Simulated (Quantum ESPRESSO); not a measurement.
Here is a Quantum ESPRESSO 7.5 calculation.

The input pw.in:

```
&CONTROL
  calculation = 'vc-relax'
  prefix = 'pwscf'
  outdir = './tmp'
  pseudo_dir = './pseudo'
  tprnfor = .true.
  tstress = .true.
  disk_io = 'low'
  nstep = 40
  forc_conv_thr = 0.0004
  etot_conv_thr = 1d-05
/
&SYSTEM
  ibrav = 0
  nat = 12
  ntyp = 2
  ecutwfc = 55
  ecutrho = 440
  nbnd = 100
  occupations = 'smearing'
  smearing = 'mp'
  degauss = 0.00367493
/
&ELECTRONS
  conv_thr = 2.4d-09
  electron_maxstep = 120
  mixing_beta = 0.5
/
&IONS
  ion_dynamics = 'bfgs'
/
&CELL
  cell_dynamics = 'bfgs'
  press = 0
  press_conv_thr = 0.3
/
ATOMIC_SPECIES
Si    28.0850 Si.pbe-n-rrkjus_psl.1.0.0.UPF
Ni    58.6934 ni_pbe_v1.4.uspp.F.UPF
CELL_PARAMETERS angstrom
   4.9900000000    0.0000000000    0.0000000000
   0.0000000000    3.7200000000    0.0000000000
   0.0000000000    0.0000000000    7.0300000000
ATOMIC_POSITIONS crystal
Si     0.2860000000    0.7500000000    0.6140000000
Si     0.7140000000    0.2500000000    0.3860000000
Si     0.2140000000    0.2500000000    0.1140000000
Si     0.7860000000    0.7500000000    0.8860000000
Ni     0.9580000000    0.7500000000    0.2030000000
Ni     0.0420000000    0.2500000000    0.7970000000
Ni     0.5420000000    0.2500000000    0.7030000000
Ni     0.4580000000    0.7500000000    0.2970000000
Ni     0.8250000000    0.7500000000    0.5630000000
Ni     0.1750000000    0.2500000000    0.4370000000
Ni     0.6750000000    0.2500000000    0.0630000000
Ni     0.3250000000    0.7500000000    0.9370000000
K_POINTS automatic
8 10 6 0 0 0
```

Potentials or basis: SSSP 1.3 efficiency PBE.

Run with:

```bash
$ OMP_NUM_THREADS=1 mpirun -n 4 pw.x -nk 4 -in pw.in > pw.out
```

Q: Estimate the band gap on the k mesh.

A: None (metal or under the smearing width).

Q: Estimate the space group after relaxing (to 0.05 Å).

A: Pnma (No. 62).

Q: What does it give for the relaxed cell?

A: a = 5.021 Å, b = 3.732 Å, c = 7.078 Å, α = 90.00°, β = 90.00°, γ = 90.00°.

Q: What does it give for the relaxed volume?

A: 11.05 Å³/atom.

The path:
```
step  energy change (eV)  largest force (eV/Å)  pressure (GPa)  volume (Å³)
   1              0.0000                0.3595            3.58       130.50
   2             -0.0356                0.2363           -0.41       132.89
   3             -0.0420                0.1618           -0.37       132.86
   4             -0.0467                0.0870           -0.20       132.74
   5             -0.0491                0.0456            0.02       132.59
   6             -0.0493                0.0326            0.03       132.59
   7             -0.0495                0.0197            0.01       132.60
   8             -0.0496                0.0179            0.00       132.61
   9             -0.0497                0.0159            0.00       132.61
  10             -0.0498                0.0138           -0.01       132.62
  11             -0.0498                0.0110           -0.01       132.62
  12             -0.0499                0.0085            0.00       132.62
```

Spin polarisation is off, so any magnetic state and its effect on volume and gap are missing. Zero-point motion and thermal expansion aren't in these numbers.
